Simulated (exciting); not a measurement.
# GaSn (Fm-3m) in exciting: runs at scaled volumes

Single points of GaSn at other volumes, in PBE.

Everything below comes from runs of exciting (release sodium). Logs are shortened: lines on timing, memory, paths and dates and some standing lists are left out, and cuts for length are marked.

## (1) The structure

The structure is cubic, space group Fm-3m (No. 225). Conventional cell: a = 5.459 Å, b = 5.459 Å, c = 5.459 Å, α = 90.00°, β = 90.00°, γ = 90.00°. Ga (site symmetry m-3m) has 6 Sn at 2.73 Å as nearest neighbours. Around Sn (site symmetry m-3m) lie 6 Ga at 2.73 Å.

The cell was built by a generator and needn't be a form met in nature.

## (2) Equation of state, PBE, 19.11 Å³/atom (volume scaled by 0.94)

Contents of input.xml:

```xml
<input>
  <title>GaSn</title>
  <structure speciespath="./" tshift="false">
    <crystal scale="1">
      <basevect>0.000000000000 5.052395888587 5.052395888587</basevect>
      <basevect>5.052395888587 0.000000000000 5.052395888587</basevect>
      <basevect>5.052395888587 5.052395888587 0.000000000000</basevect>
    </crystal>
    <species speciesfile="Ga.xml" rmt="2">
      <atom coord="0.500000000000 0.500000000000 0.500000000000"/>
    </species>
    <species speciesfile="Sn.xml" rmt="2.3">
      <atom coord="0.000000000000 0.000000000000 0.000000000000"/>
    </species>
  </structure>
  <groundstate do="fromscratch" ngridk="8 8 8" rgkmax="9" gmaxvr="14" lmaxapw="10" lmaxmat="10" lmaxvr="8" xctype="GGA_PBE" stype="Fermi Dirac" swidth="0.00183747" nempty="10" ValenceRelativity="iora*" epsengy="1e-05" epspot="1e-05" maxscl="60" outputlevel="normal"/>
</input>
```

Potentials or basis: all-electron LAPW+lo, shipped species files, valence relativity iora*.

The run is started by

```console
> OMP_NUM_THREADS=1 exciting_smp
```

INFO.OUT:

```text
================================================================================
EXCITING SODIUM started
[... 10 lines left out ...]

 Lattice vectors (cartesian) :
      0.0000000000      5.0523958886      5.0523958886
      5.0523958886      0.0000000000      5.0523958886
      5.0523958886      5.0523958886      0.0000000000

 Reciprocal lattice vectors (cartesian) :
     -0.6218025513      0.6218025513      0.6218025513
      0.6218025513     -0.6218025513      0.6218025513
      0.6218025513      0.6218025513     -0.6218025513

 Unit cell volume                           :     257.9420308502
 Brillouin zone volume                      :       0.9616510059

 Species :    1 (Ga)
     parameters loaded from                 :    Ga.xml
     name                                   :    gallium
     nuclear charge                         :     -31.00000000
     electronic charge                      :      31.00000000
     atomic mass                            :  127097.25380000
     muffin-tin radius                      :       2.00000000
     # of radial points in muffin-tin       :     350

     atomic positions (lattice) :
       1 :   0.50000000  0.50000000  0.50000000

 Species :    2 (Sn)
     parameters loaded from                 :    Sn.xml
     name                                   :    tin
     nuclear charge                         :     -50.00000000
     electronic charge                      :      50.00000000
     atomic mass                            :  216395.09200000
     muffin-tin radius                      :       2.30000000
     # of radial points in muffin-tin       :     400

     atomic positions (lattice) :
       1 :   0.00000000  0.00000000  0.00000000

 Total number of atoms per unit cell        :       2

 Spin treatment                             :    spin-unpolarised

 Number of Bravais lattice symmetries       :      48
 Number of crystal symmetries               :      48

 k-point grid                               :       8    8    8
 Total number of k-points                   :      29
 k-point set is reduced with crystal symmetries

 R^MT_min * |G+k|_max (rgkmax)              :       9.00000000
 Species with R^MT_min                      :       1 (Ga)
 Maximum |G+k| for APW functions            :       4.50000000
 Maximum |G| for potential and density      :      14.00000000

 G-vector grid sizes                        :      32    32    32
 Total number of G-vectors                  :   11935

 Maximum angular momentum used for
     APW functions                          :      10
     computing H and O matrix elements      :      10
     potential and density                  :       8
     inner part of muffin-tin               :       2

 Total nuclear charge                       :     -81.00000000
 Total electronic charge                    :      81.00000000
 Total core charge                          :      48.00000000
 Total valence charge                       :      33.00000000

 Number of empty states                     :      10
 Total number of valence states             :      27

 Maximum Hamiltonian size                   :     446
 Maximum number of plane-waves              :     415
 Total number of local-orbitals             :      31

 Exchange-correlation type                  :      20
     Perdew-Burke-Ernzerhof, Phys. Rev. Lett. 77, 3865 (1996)
     Generalised gradient approximation (GGA)

[... 20 lines left out ...]
+ SCF iteration number :    1                                                  +
++++++++++++++++++++++++++++++++++++++++++++++++++++++++++++++++++++++++++++++++
 Total energy                               :     -8119.11587797
 _______________________________________________________________
 Fermi energy                               :         0.33588554
 Kinetic energy                             :      8490.96709486
 Coulomb energy                             :    -16369.02913251
 Exchange energy                            :      -236.82001277
 Correlation energy                         :        -4.23382756

 DOS at Fermi energy (states/Ha/cell)       :        23.64484947

 Electron charges :
     core                                   :        48.00000000
     core leakage                           :         0.00658521
     valence                                :        33.00000000
     interstitial                           :         4.66040680
     charge in muffin-tin spheres :
                  atom     1    Ga          :        28.86992965
                  atom     2    Sn          :        47.46966355
     total charge in muffin-tins            :        76.33959320
     total charge                           :        81.00000000

++++++++++++++++++++++++++++++++++++++++++++++++++++++++++++++++++++++++++++++++
+ SCF iteration number :    2                                                  +
++++++++++++++++++++++++++++++++++++++++++++++++++++++++++++++++++++++++++++++++
 Total energy                               :     -8121.58821791
 _______________________________________________________________
 Fermi energy                               :         0.33383063
 Kinetic energy                             :      8489.57724943
 Coulomb energy                             :    -16370.03939977
 Exchange energy                            :      -236.89161655
 Correlation energy                         :        -4.23445102

 DOS at Fermi energy (states/Ha/cell)       :        24.63920091

 Electron charges :
     core                                   :        48.00000000
     core leakage                           :         0.00649853
     valence                                :        33.00000000
     interstitial                           :         4.64027361
     charge in muffin-tin spheres :
                  atom     1    Ga          :        28.88026730
                  atom     2    Sn          :        47.47945909
     total charge in muffin-tins            :        76.35972639
     total charge                           :        81.00000000

 RMS change in effective potential (target) :  0.314682E-01  ( 0.100000E-04)
 Absolute change in total energy   (target) :   2.47234      ( 0.100000E-04)
 Charge distance                   (target) :  0.103691E-02  ( 0.100000E-04)

++++++++++++++++++++++++++++++++++++++++++++++++++++++++++++++++++++++++++++++++
+ SCF iteration number :    3                                                  +
++++++++++++++++++++++++++++++++++++++++++++++++++++++++++++++++++++++++++++++++
 Total energy                               :     -8122.63258382
 _______________________________________________________________
 Fermi energy                               :         0.33248172
 Kinetic energy                             :      8488.88498898
 Coulomb energy                             :    -16370.36409086
 Exchange energy                            :      -236.91880538
 Correlation energy                         :        -4.23467656

 DOS at Fermi energy (states/Ha/cell)       :        25.27730627

 Electron charges :
     core                                   :        48.00000000
     core leakage                           :         0.00646414
     valence                                :        33.00000000
     interstitial                           :         4.63057398
     charge in muffin-tin spheres :
                  atom     1    Ga          :        28.88332684
                  atom     2    Sn          :        47.48609918
     total charge in muffin-tins            :        76.36942602
     total charge                           :        81.00000000
[... 268 lines left out ...]
 DOS at Fermi energy (states/Ha/cell)       :        26.44053223

 Electron charges :
     core                                   :        48.00000000
     core leakage                           :         0.00642619
     valence                                :        33.00000000
     interstitial                           :         4.62147960
     charge in muffin-tin spheres :
                  atom     1    Ga          :        28.88501558
                  atom     2    Sn          :        47.49350482
     total charge in muffin-tins            :        76.37852040
     total charge                           :        81.00000000

 RMS change in effective potential (target) :  0.298932E-07  ( 0.100000E-04)
 Absolute change in total energy   (target) :  0.970835E-05  ( 0.100000E-04)
 Charge distance                   (target) :  0.140007E-07  ( 0.100000E-04)

++++++++++++++++++++++++++++++++++++++++++++++++++++++++++++++++++++++++++++++++
+ SCF iteration number :   14                                                  +
++++++++++++++++++++++++++++++++++++++++++++++++++++++++++++++++++++++++++++++++
 Total energy                               :     -8123.18450862
 _______________________________________________________________
 Fermi energy                               :         0.32947609
 Kinetic energy                             :      8488.13995376
 Coulomb energy                             :    -16370.16149509
 Exchange energy                            :      -236.92822786
 Correlation energy                         :        -4.23473944

 DOS at Fermi energy (states/Ha/cell)       :        26.44052470

 Electron charges :
     core                                   :        48.00000000
     core leakage                           :         0.00642619
     valence                                :        33.00000000
     interstitial                           :         4.62147961
     charge in muffin-tin spheres :
                  atom     1    Ga          :        28.88501555
                  atom     2    Sn          :        47.49350484
     total charge in muffin-tins            :        76.37852039
     total charge                           :        81.00000000

 RMS change in effective potential (target) :  0.419789E-08  ( 0.100000E-04)
 Absolute change in total energy   (target) :  0.135939E-05  ( 0.100000E-04)
 Charge distance                   (target) :  0.197008E-08  ( 0.100000E-04)

++++++++++++++++++++++++++++++++++++++++++++++++++++++++++++++++++++++++++++++++
| Convergency criteria checked for the last 2 iterations                       +
| Convergence targets achieved. Performing final SCF iteration                 +
++++++++++++++++++++++++++++++++++++++++++++++++++++++++++++++++++++++++++++++++
 Total energy                               :     -8123.18450862
 _______________________________________________________________
 Fermi energy                               :         0.32947609
 Kinetic energy                             :      8488.13995376
 Coulomb energy                             :    -16370.16149507
 Exchange energy                            :      -236.92822786
 Correlation energy                         :        -4.23473944

 DOS at Fermi energy (states/Ha/cell)       :        26.44052528

 Electron charges :
     core                                   :        48.00000000
     core leakage                           :         0.00642619
     valence                                :        33.00000000
     interstitial                           :         4.62147961
     charge in muffin-tin spheres :
                  atom     1    Ga          :        28.88501555
                  atom     2    Sn          :        47.49350484
     total charge in muffin-tins            :        76.37852039
     total charge                           :        81.00000000

++++++++++++++++++++++++++++++++++++++++++++++++++++++++++++++++++++++++++++++++
[... 12 lines left out ...]
| EXCITING SODIUM stopped                                                      =
================================================================================
```

Wall time 2.1 min (1 thread of Arm Neoverse V1, shared host); peak memory 0.13 GiB.

What came out:

```yaml
Free_energy: -221043.1197 eV
Band_gap_on_the_k_mesh: none (metal or under the smearing width)
All_electrons_inside_the_program's_atomic_spheres: Ga 28.89; Sn 47.49 (radii Ga 2.0, Sn 2.3 bohr)
```

Caveat: the log's total energy holds no entropy term; the free energy is that total less TS from the occupations.

## (3) Equation of state, PBE, 19.52 Å³/atom (volume scaled by 0.96)

input.xml: that of step 2 with these lines changed.

```diff
@@ -4,5 +4,5 @@
     <crystal scale="1">
-      <basevect>0.000000000000 5.052395888587 5.052395888587</basevect>
-      <basevect>5.052395888587 0.000000000000 5.052395888587</basevect>
-      <basevect>5.052395888587 5.052395888587 0.000000000000</basevect>
+      <basevect>0.000000000000 5.087977313697 5.087977313697</basevect>
+      <basevect>5.087977313697 0.000000000000 5.087977313697</basevect>
+      <basevect>5.087977313697 5.087977313697 0.000000000000</basevect>
     </crystal>
```

Potentials or basis: all-electron LAPW+lo, shipped species files, valence relativity iora*.

The run is started by

```console
> OMP_NUM_THREADS=1 exciting_smp
```

Run time: 2.4 min. Hardware: 1 thread of Arm Neoverse V1, shared host; peak memory 0.13 GiB.

The run converged. Its results:

```yaml
Free_energy: -221043.2188 eV
Band_gap_on_the_k_mesh: none (metal or under the smearing width)
All_electrons_inside_the_program's_atomic_spheres: Ga 28.87; Sn 47.48 (radii Ga 2.0, Sn 2.3 bohr)
```

Caveat: the log's total energy holds no entropy term; the free energy is that total less TS from the occupations.

## (4) Equation of state, PBE, 19.92 Å³/atom (volume scaled by 0.98)

input.xml: that of step 3 with these lines changed.

```diff
@@ -4,5 +4,5 @@
     <crystal scale="1">
-      <basevect>0.000000000000 5.087977313697 5.087977313697</basevect>
-      <basevect>5.087977313697 0.000000000000 5.087977313697</basevect>
-      <basevect>5.087977313697 5.087977313697 0.000000000000</basevect>
+      <basevect>0.000000000000 5.123067921186 5.123067921186</basevect>
+      <basevect>5.123067921186 0.000000000000 5.123067921186</basevect>
+      <basevect>5.123067921186 5.123067921186 0.000000000000</basevect>
     </crystal>
```

The run is started by

```console
> OMP_NUM_THREADS=1 exciting_smp
```

Wall time 2.3 min (1 thread of Arm Neoverse V1, shared host); peak memory 0.13 GiB.

It converged, with:

```
Free energy                                       : -221043.3058 eV
Band gap on the k mesh                            : none (metal or under the smearing width)
All electrons inside the program's atomic spheres : Ga 28.86; Sn 47.47 (radii Ga 2.0, Sn 2.3 bohr)
```

Caveat: the log's total energy holds no entropy term; the free energy is that total less TS from the occupations.

## (5) Equation of state, PBE, 20.33 Å³/atom

input.xml: that of step 4 with these lines changed.

```diff
@@ -4,5 +4,5 @@
     <crystal scale="1">
-      <basevect>0.000000000000 5.123067921186 5.123067921186</basevect>
-      <basevect>5.123067921186 0.000000000000 5.123067921186</basevect>
-      <basevect>5.123067921186 5.123067921186 0.000000000000</basevect>
+      <basevect>0.000000000000 5.157684295101 5.157684295101</basevect>
+      <basevect>5.157684295101 0.000000000000 5.157684295101</basevect>
+      <basevect>5.157684295101 5.157684295101 0.000000000000</basevect>
     </crystal>
```

The run is started by

```console
> OMP_NUM_THREADS=1 exciting_smp
```

Wall time 2.6 min (1 thread of Arm Neoverse V1, shared host); peak memory 0.13 GiB.

It converged, with:

```yaml
Free_energy: -221043.3804 eV
Band_gap_on_the_k_mesh: none (metal or under the smearing width)
All_electrons_inside_the_program's_atomic_spheres: Ga 28.85; Sn 47.45 (radii Ga 2.0, Sn 2.3 bohr)
```

Caveat: the log's total energy holds no entropy term; the free energy is that total less TS from the occupations.

## (6) Equation of state, PBE, 20.74 Å³/atom (volume scaled by 1.02)

input.xml: that of step 5 with these lines changed.

```diff
@@ -4,5 +4,5 @@
     <crystal scale="1">
-      <basevect>0.000000000000 5.157684295101 5.157684295101</basevect>
-      <basevect>5.157684295101 0.000000000000 5.157684295101</basevect>
-      <basevect>5.157684295101 5.157684295101 0.000000000000</basevect>
+      <basevect>0.000000000000 5.191842140201 5.191842140201</basevect>
+      <basevect>5.191842140201 0.000000000000 5.191842140201</basevect>
+      <basevect>5.191842140201 5.191842140201 0.000000000000</basevect>
     </crystal>
```

Potentials or basis: all-electron LAPW+lo, shipped species files, valence relativity iora*.

The run is started by

```console
> OMP_NUM_THREADS=1 exciting_smp
```

Run time: 2.6 min. Hardware: 1 thread of Arm Neoverse V1, shared host; peak memory 0.13 GiB.

Results (log left out):

```yaml
Free_energy: -221043.4450 eV
Band_gap_on_the_k_mesh: none (metal or under the smearing width)
All_electrons_inside_the_program's_atomic_spheres: Ga 28.84; Sn 47.44 (radii Ga 2.0, Sn 2.3 bohr)
```

Caveat: the log's total energy holds no entropy term; the free energy is that total less TS from the occupations.

## (7) Equation of state, PBE, 21.14 Å³/atom (volume scaled by 1.04)

input.xml: that of step 6 with these lines changed.

```diff
@@ -4,5 +4,5 @@
     <crystal scale="1">
-      <basevect>0.000000000000 5.191842140201 5.191842140201</basevect>
-      <basevect>5.191842140201 0.000000000000 5.191842140201</basevect>
-      <basevect>5.191842140201 5.191842140201 0.000000000000</basevect>
+      <basevect>0.000000000000 5.225556345447 5.225556345447</basevect>
+      <basevect>5.225556345447 0.000000000000 5.225556345447</basevect>
+      <basevect>5.225556345447 5.225556345447 0.000000000000</basevect>
     </crystal>
```

The run is started by

```console
> OMP_NUM_THREADS=1 exciting_smp
```

It took 2.7 min on 1 thread of Arm Neoverse V1, shared host; peak memory 0.14 GiB.

Results (log left out):

```yaml
Free_energy: -221043.5000 eV
Band_gap_on_the_k_mesh: none (metal or under the smearing width)
All_electrons_inside_the_program's_atomic_spheres: Ga 28.83; Sn 47.43 (radii Ga 2.0, Sn 2.3 bohr)
```

Caveat: the log's total energy holds no entropy term; the free energy is that total less TS from the occupations.

## (8) Equation of state, PBE, 21.55 Å³/atom (volume scaled by 1.06)

input.xml: that of step 7 with these lines changed.

```diff
@@ -4,5 +4,5 @@
     <crystal scale="1">
-      <basevect>0.000000000000 5.225556345447 5.225556345447</basevect>
-      <basevect>5.225556345447 0.000000000000 5.225556345447</basevect>
-      <basevect>5.225556345447 5.225556345447 0.000000000000</basevect>
+      <basevect>0.000000000000 5.258841041267 5.258841041267</basevect>
+      <basevect>5.258841041267 0.000000000000 5.258841041267</basevect>
+      <basevect>5.258841041267 5.258841041267 0.000000000000</basevect>
     </crystal>
```

The run is started by

```console
> OMP_NUM_THREADS=1 exciting_smp
```

Wall time 2.8 min (1 thread of Arm Neoverse V1, shared host); peak memory 0.14 GiB.

Results (log left out):

```yaml
Free_energy: -221043.5461 eV
Band_gap_on_the_k_mesh: none (metal or under the smearing width)
All_electrons_inside_the_program's_atomic_spheres: Ga 28.82; Sn 47.42 (radii Ga 2.0, Sn 2.3 bohr)
```

Caveat: the log's total energy holds no entropy term; the free energy is that total less TS from the occupations.
